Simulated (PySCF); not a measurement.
# C3H5FOSi: the cost of one run

The runs use PySCF 2.14.0, with density-fitted response routines of our own; the level of theory stands in each step. All values are computed, except where a source is named. Atoms count from 0, in the outputs and in this text.

## Step 1: The molecule as given

11 atoms, charge 0, multiplicity 1; geometry from: GFN2-xTB. The atoms were then displaced at random by about 0.01 Å, so the start is not that level's minimum.

Bonds of the start (Å): O0–Si1 1.60, Si1–C2 1.84, C2–C3 1.26, C3–C4 1.41, C4–F5 1.38, O0–H6 0.97, Si1–H7 1.45, Si1–H8 1.47, C4–H9 1.08, C4–H10 1.11.

## Step 2: Geometry optimisation at PBE0-D3(BJ)/def2-SVP

Job settings and geometry (Å):

```
{"job": {"xc": "PBE0", "basis": "def2-SVP", "d3": "d3bj", "grid": 1, "shake": 0.01, "kind": "geom"}, "charge": 0, "multiplicity": 1}
O     -2.658740     1.078540    -0.389600
Si    -1.995940    -0.370270    -0.307320
C     -0.171700    -0.215650    -0.092650
C      1.074980    -0.098910     0.030210
C      2.475680    -0.008840     0.197610
F      2.931360    -0.892770     1.150010
H     -2.584260     1.754700     0.295590
H     -2.291180    -0.918620    -1.615870
H     -2.491560    -1.110480     0.867840
H      2.996030    -0.239210    -0.719380
H      2.753450     0.995680     0.567910
```

On the command line:

```console
OMP_NUM_THREADS=1 python probes_run.py task.json out
```

The driver reads the jobs from task.json and runs them one after another.

**Question.** How long does this first job take on 1 thread of Arm Neoverse V1, shared host, and how much memory does it need?

About 38 s, with a peak of 0.45 GiB.
